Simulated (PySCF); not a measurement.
# BBr3: the cost of one run

The runs use PySCF 2.14.0, with density-fitted response routines of our own; the level of theory stands in each step. All values are computed, except where a source is named. Atoms count from 0, in the outputs and in this text.

## (1) The molecule as given

4 atoms, charge 0, multiplicity 1; geometry from: GFN2-xTB. The atoms were then displaced at random by about 0.01 Å, so the start is not that level's minimum.

Bonds of the start (Å): Br0–B1 1.91, B1–Br2 1.89, B1–Br3 1.85.

## (2) Geometry optimisation at PBE0-D3(BJ)/def2-TZVP

What the job is given:

```
{"job": {"xc": "PBE0", "basis": "def2-TZVP", "d3": "d3bj", "grid": 2, "shake": 0.01, "kind": "geom"}, "charge": 0, "multiplicity": 1}
Br     1.864970    -0.382930    -0.300380
B     -0.002930    -0.003380    -0.225680
Br    -0.670130     1.683320    -0.747410
Br    -1.153910    -1.322390     0.368820
```

Command:

```console
$ OMP_NUM_THREADS=1 python probes_run.py task.json out
```

The driver reads the jobs from task.json and runs them one after another.

Q: Estimate the wall time and peak memory of this first job on 1 thread of Arm Neoverse V1, shared host.

About 98 s, with a peak of 0.72 GiB.
